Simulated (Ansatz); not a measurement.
VCrC2:

```
CELL_PARAMETERS angstrom
1.46063 0.84330 4.73939
-1.46063 0.84330 4.73939
0.00000 -1.68659 4.73939
ATOMIC_POSITIONS crystal
Cr 0.50000 0.50000 0.50000
V 0.00000 0.00000 0.00000
C 0.24876 0.24876 0.24876
C 0.75124 0.75124 0.75124
```

The cell comes from a database or a generator and needn't be the stable form of this composition.

Base run:

| Property | Result |
| --- | --- |
| Program | Ansatz 0.2.0 |
| Functional | PBEsol |
| Potentials or basis | Ansatz PAW |
| Cutoff | 420 eV |
| Density cutoff | 1680 eV |
| k mesh | 11 × 11 × 11 |
| Occupations | fermi-dirac, width 0.05 eV |
| Spin | collinear spin, ferromagnetic start |
| Starting moments | [3.0, 2.0, 0.0, 0.0] μB |
| Hubbard terms | Cr d U = 3 eV, V d U = 3 eV |

Its results: band gap on the k mesh none (metal or under the smearing width); pressure 5.1 GPa; net moment 2.52 μB per cell; site moments Cr +2.08; V +0.39; C -0.18 μB; largest force 0.783 eV/Å.

Q: The run is repeated on the same cell with these changes: functional from PBEsol to PBE. What comes out?

A: Band gap on the k mesh none (metal or under the smearing width); pressure 14.7 GPa; net moment 2.58 μB per cell; site moments Cr +2.10; V +0.43; C -0.19 μB; largest force 0.853 eV/Å.

PBE binds less tightly than PBEsol, so the same cell stands under more pressure.

Caveats: the magnetic or orbital state may not be the lowest; the U is typed as a test and isn't derived for this compound; the PAW data sets come from PBE, with cores solved anew for the run's functional, which leaves a small shift of forces and pressure (some runs).

Not every run made on this cell is shown here.
